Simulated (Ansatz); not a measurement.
# C8H14O2: a ladder of functionals and wavefunction methods

An exercise on one series of results from a longer session: the logs are not shown, and one member is left open.

Program: Ansatz 0.2.0, Gaussian basis. Level of theory: functionals in def2-TZVPP, the program's frozen cores in correlated methods. These are calculated values, not measurements.

Levels to be run: LDA (SPW92), PBE-D4, revPBE-D4, BLYP-D4, r2SCAN-D4, B97M-V, PBE0-D4, B3LYP-D4, r2SCANh-D4, r2SCAN0-D4, HSE06-D4, BHLYP-D4, CAM-B3LYP-D4, LC-ωPBE, ωB97X-V, ωB97M-V, B2PLYP, PBE-QIDH; CCSD(T)/def2-SVP; CCSD(T)/def2-TZVPP; MP2/def2-QZVPP; extrapolation to the limit.

## Structure used throughout

All runs share one geometry, relaxed beforehand with PBE0-D4 in a triple-zeta def2 set.

SMILES `CC(=O)CC(=O)CC(C)C`, 24 atoms, charge 0, spin multiplicity 1.

Atoms are counted from 1 here; the program's logs count them from 0.

Bond lengths: C1–C2 1.498 Å, C1–H11 1.094 Å, C1–H12 1.088 Å, C1–H13 1.094 Å, C2–O3 1.205 Å, C2–C4 1.523 Å, C4–C5 1.524 Å, C4–H14 1.090 Å, C4–H15 1.090 Å, C5–O6 1.206 Å, C5–C7 1.502 Å, C7–C8 1.535 Å, C7–H16 1.093 Å, C7–H17 1.096 Å, C8–C9 1.521 Å, C8–C10 1.521 Å, C8–H18 1.097 Å, C9–H19 1.094 Å and more. Angles: C2–C1–H11 109.8°, C2–C1–H12 110.4°, C2–C1–H13 109.2°, H11–C1–H12 110.9°, H11–C1–H13 106.7°, H12–C1–H13 109.6°, C1–C2–O3 123.4°, C1–C2–C4 115.8°, O3–C2–C4 120.8°, C2–C4–C5 107.0°, C2–C4–H14 108.1°, C2–C4–H15 110.9°, C5–C4–H14 111.2°, C5–C4–H15 108.2°, H14–C4–H15 111.3°, C4–C5–O6 120.5°, C4–C5–C7 116.2°, O6–C5–C7 123.3° and more.

The first run:

Input file in.yaml:

```yaml
crystal:
  periodic: [false, false, false]
  atoms:
    - {symbol: C, position_ang: [-0.444426, 3.267151, 1.869079]}
    - {symbol: C, position_ang: [0.461192, 2.128596, 1.510651]}
    - {symbol: O, position_ang: [1.624292, 2.270262, 1.230085]}
    - {symbol: C, position_ang: [-0.188301, 0.752138, 1.468341]}
    - {symbol: C, position_ang: [-0.752527, 0.567648, 0.065243]}
    - {symbol: O, position_ang: [-1.869941, 0.937356, -0.197885]}
    - {symbol: C, position_ang: [0.172652, -0.044326, -0.947144]}
    - {symbol: C, position_ang: [0.355020, -1.556522, -0.756416]}
    - {symbol: C, position_ang: [-0.964558, -2.299870, -0.899750]}
    - {symbol: C, position_ang: [1.389192, -2.077570, -1.742705]}
    - {symbol: H, position_ang: [-1.366516, 3.205956, 1.284370]}
    - {symbol: H, position_ang: [0.057679, 4.218526, 1.704628]}
    - {symbol: H, position_ang: [-0.732086, 3.180399, 2.921415]}
    - {symbol: H, position_ang: [0.578193, 0.009090, 1.686072]}
    - {symbol: H, position_ang: [-1.013115, 0.689159, 2.178195]}
    - {symbol: H, position_ang: [-0.235002, 0.155663, -1.941278]}
    - {symbol: H, position_ang: [1.147938, 0.447311, -0.857674]}
    - {symbol: H, position_ang: [0.740411, -1.729317, 0.256176]}
    - {symbol: H, position_ang: [-1.384003, -2.150610, -1.899103]}
    - {symbol: H, position_ang: [-1.710656, -1.957867, -0.179027]}
    - {symbol: H, position_ang: [-0.821672, -3.373064, -0.753191]}
    - {symbol: H, position_ang: [1.054965, -1.919027, -2.772423]}
    - {symbol: H, position_ang: [2.349657, -1.571426, -1.619970]}
    - {symbol: H, position_ang: [1.551601, -3.149657, -1.607712]}
basis:
  gaussian: {orbitals: def2-TZVPP}
hamiltonian: {xc: lda}
output: {orbitals: {seedname: orbitals}}
```

Command:

```console
$ ansatz run in.yaml --threads 5 --pin off --events-out ev --progress --plain --max-ram 66560MiB --backend cuda --devices 0, --max-vram 37GiB
```

Steps of the session up to this table: LDA; PBE-D4 (GGA); revPBE-D4 (GGA); BLYP-D4 (GGA); r2SCAN-D4 (meta-GGA); B97M-V (meta-GGA); PBE0-D4 (hybrid); B3LYP-D4 (hybrid); r2SCANh-D4 (hybrid); r2SCAN0-D4 (hybrid); HSE06-D4 (hybrid); BHLYP-D4 (hybrid); CAM-B3LYP-D4 (range-separated); LC-ωPBE (range-separated); ωB97X-V (range-separated); ωB97M-V (range-separated); B2PLYP (double hybrid); PBE-QIDH (double hybrid).

One table of the session follows, with a row left open; its other results are not shown here.

It belongs to the step «Orbital energies across the functionals». 

```
  functional  HOMO (eV)  gap (eV)
 LDA (SPW92)      -5.91      3.33
      PBE-D4      -5.73      3.41
   revPBE-D4      -5.65      3.43
     BLYP-D4      -5.64      3.45
   r2SCAN-D4      -6.01      3.88
      B97M-V      -6.19      4.16
     PBE0-D4      -7.27      6.03
    B3LYP-D4      -7.05      5.55
  r2SCANh-D4      -6.60      4.86
  r2SCAN0-D4      -7.48      6.34
    HSE06-D4          ?         ?
    BHLYP-D4      -8.80      8.77
CAM-B3LYP-D4      -8.74      8.69
     LC-ωPBE     -10.02     11.18
     ωB97X-V      -9.71     10.79
     ωB97M-V      -9.66     10.65
```

Estimate the missing values for HSE06-D4.

**Answer.** HOMO (eV): -6.87; gap (eV): 5.24. In the column «HOMO (eV)» it lies between B3LYP-D4 (-7.05) and r2SCANh-D4 (-6.60).
